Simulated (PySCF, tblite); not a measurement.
# CH₁₁NSi₃: geometry, infrared bands and NMR shifts

Wanted: the infrared bands and NMR shifts of CH₁₁NSi₃ (`C[SiH2][SiH2][SiH2]N`), by calculation.

Computed with tblite 0.8.0 and PySCF 2.14.0, with density-fitted response routines of our own, on a single molecule in the gas phase. Atoms count from 0, in the outputs and in this text.

**1. Starting geometry**

16 atoms, charge 0, multiplicity 1; geometry from: force field or distance geometry start.

Bonds of the start (Å): C0–Si1 1.88, Si1–Si2 2.21, Si2–Si3 2.22, Si3–N4 1.77, C0–H5 1.12, C0–H6 1.11, C0–H7 1.11, Si1–H8 1.45, Si1–H9 1.50, Si2–H10 1.48, Si2–H11 1.48, Si3–H12 1.47, Si3–H13 1.48, N4–H14 1.06, N4–H15 1.03.

**2. Relaxing the molecule with GFN2-xTB**

Job settings and geometry (Å):

```
{"job": {"kind": "relax", "xc": "GFN2-xTB", "basis": "xTB"}, "charge": 0, "multiplicity": 1}
C      2.949700     0.186600    -0.433100
Si     1.363500     0.246200     0.580500
Si    -0.230400    -0.997600    -0.321800
Si    -2.279000    -0.378100     0.278700
N     -2.572400     1.361500     0.211500
H      2.782200     0.719400    -1.407900
H      3.750000     0.670000     0.168100
H      3.200300    -0.875600    -0.645800
H      0.938500     1.613100     0.824300
H      1.670000    -0.364700     1.911000
H     -0.041200    -2.373300     0.180400
H     -0.071900    -1.091200    -1.790300
H     -3.229800    -1.042900    -0.629100
H     -2.559700    -0.950200     1.618700
H     -3.602700     1.519000     0.038100
H     -2.074700     1.766900    -0.594600
```

Run with:

```
OMP_NUM_THREADS=1 python probes_run.py task.json out
```

This one command runs all jobs of the session in turn.

**Question.** This job is followed by: GFN2-xTB harmonic vibrations, gas phase; GIAO PBE0/pcSseg-1 NMR shielding, non-relativistic, gas phase. Predict these results of the whole session: strongest single infrared mode (GFN2-xTB); zero-point energy (GFN2-xTB); 13C shifts against TMS (PBE0/pcSseg-1); 1H shifts against TMS (PBE0/pcSseg-1, means over atoms taken as alike); 29Si shifts against TMS (PBE0/pcSseg-1); 15N shifts against NH3 (PBE0/pcSseg-1).

**Answer**, as computed:

```
                                                              quantity                              value
                             strongest single infrared mode (GFN2-xTB)               614 cm⁻¹, 933 km/mol
                                          zero-point energy (GFN2-xTB)                      69.4 kcal/mol
                                13C shifts against TMS (PBE0/pcSseg-1)                           -7.1 ppm
1H shifts against TMS (PBE0/pcSseg-1, means over atoms taken as alike)  5.11, 4.11, 3.25, 0.27, -0.22 ppm
                               29Si shifts against TMS (PBE0/pcSseg-1)           -49.8, -79.3, -128.3 ppm
                                15N shifts against NH3 (PBE0/pcSseg-1)                            1.6 ppm
```

In words: Over 63 steps the energy fell by 0.518 eV; of the close pairs, Si1–Si2 changed most, 2.214 to 2.321 Å. The lowest mode is slightly imaginary (8i cm⁻¹), a soft motion within the noise of the Hessian, so the minimum is not strictly shown. The strongest single mode, at 614 cm⁻¹, is carried by H10, H9, H11, H8. GFN2-xTB is a fitted tight-binding method: band positions and strengths are rough. Its intensities can rank the bands wrongly. At PBE0/pcSseg-1: The largest span, 117 ppm, is at Si3, where the paramagnetic term is -480 ppm.
